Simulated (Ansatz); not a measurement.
# Sr2GdRuO6: the cost of one run

All numbers below are computed with Ansatz 0.2.0 (DFT PBEsol, plane waves, PAW, scalar-relativistic, no spin polarisation).

**1. The starting structure**

The cell holds 20 atoms (Gd2O12Ru2Sr4): a = 6.113 Å, b = 6.113 Å, c = 8.847 Å, α = 90.00°, β = 90.00°, γ = 90.00°.

As a file:

```xyz
20
Lattice="6.1132 0.0000 0.0000 0.0000 6.1132 0.0000 0.0000 0.0000 8.8471" Properties=species:S:1:pos:R:3 pbc="T T T"
Sr    0.0000    3.0566    2.2118
Sr    3.0566    0.0000    2.2118
Gd    0.0000    0.0000    0.0000
Ru    0.0000    0.0000    4.4236
O     0.0000    0.0000    6.4977
O     0.0000    0.0000    2.3494
O     4.1159    1.2725    0.0000
O     5.0539    1.7841    4.4236
O     1.2725    1.9973    0.0000
O     1.7841    1.0593    4.4236
Sr    3.0566    0.0000    6.6354
Sr    0.0000    3.0566    6.6354
Gd    3.0566    3.0566    4.4236
Ru    3.0566    3.0566    0.0000
O     3.0566    3.0566    2.0742
O     3.0566    3.0566    6.7730
O     1.0593    4.3291    4.4236
O     1.9973    4.8407    0.0000
O     4.3291    5.0539    4.4236
O     4.8407    4.1159    0.0000
```

**2. Run 1**

80 steps of 0.75 fs under a Langevin thermostat at 2800 K.

input.yaml reads:

```yaml
crystal:
  lattice:
    - [6.113208, 0.0, 0.0]
    - [0.0, 6.113208, 0.0]
    - [0.0, 0.0, 8.847143]
  atoms:
    - { symbol: Sr, position: [0.0, 0.5, 0.25] }
    - { symbol: Sr, position: [0.5, 0.0, 0.25] }
    - { symbol: Gd, position: [0.0, 0.0, 0.0] }
    - { symbol: Ru, position: [0.0, 0.0, 0.5] }
    - { symbol: O, position: [0.0, 0.0, 0.734444] }
    - { symbol: O, position: [0.0, 0.0, 0.265556] }
    - { symbol: O, position: [0.673283, 0.20816, 0.0] }
    - { symbol: O, position: [0.826717, 0.29184, 0.5] }
    - { symbol: O, position: [0.20816, 0.326717, 0.0] }
    - { symbol: O, position: [0.29184, 0.173283, 0.5] }
    - { symbol: Sr, position: [0.5, 0.0, 0.75] }
    - { symbol: Sr, position: [0.0, 0.5, 0.75] }
    - { symbol: Gd, position: [0.5, 0.5, 0.5] }
    - { symbol: Ru, position: [0.5, 0.5, 0.0] }
    - { symbol: O, position: [0.5, 0.5, 0.234444] }
    - { symbol: O, position: [0.5, 0.5, 0.765556] }
    - { symbol: O, position: [0.173283, 0.70816, 0.5] }
    - { symbol: O, position: [0.326717, 0.79184, 0.0] }
    - { symbol: O, position: [0.70816, 0.826717, 0.5] }
    - { symbol: O, position: [0.79184, 0.673283, 0.0] }
basis:
  ecutwfc: 420.0
kpoints:
  mp_grid: { grid: [2, 2, 1] }
hamiltonian:
  xc: pbesol
scf:
  occupations: { method: fermi_dirac, width: 0.24 }
  lower_state_search: "off"
md:
  timestep: 0.75
  n_steps: 80
  ensemble: nvt_langevin
  temperature: 2800.0
  initial_velocities: maxwell_boltzmann
  seed: 782257
  friction: 0.02
```

Command:

```sh
$ ansatz run input.yaml --threads 1 --pin off --max-ram 3072MiB --backend cpu --events-out ev --progress --plain --runs-dir out
```

**Question.** How long does this run take on 1 thread of Arm Neoverse V1, shared host, and how much memory does it need?

About 19 min, with a peak of 0.79 GiB.
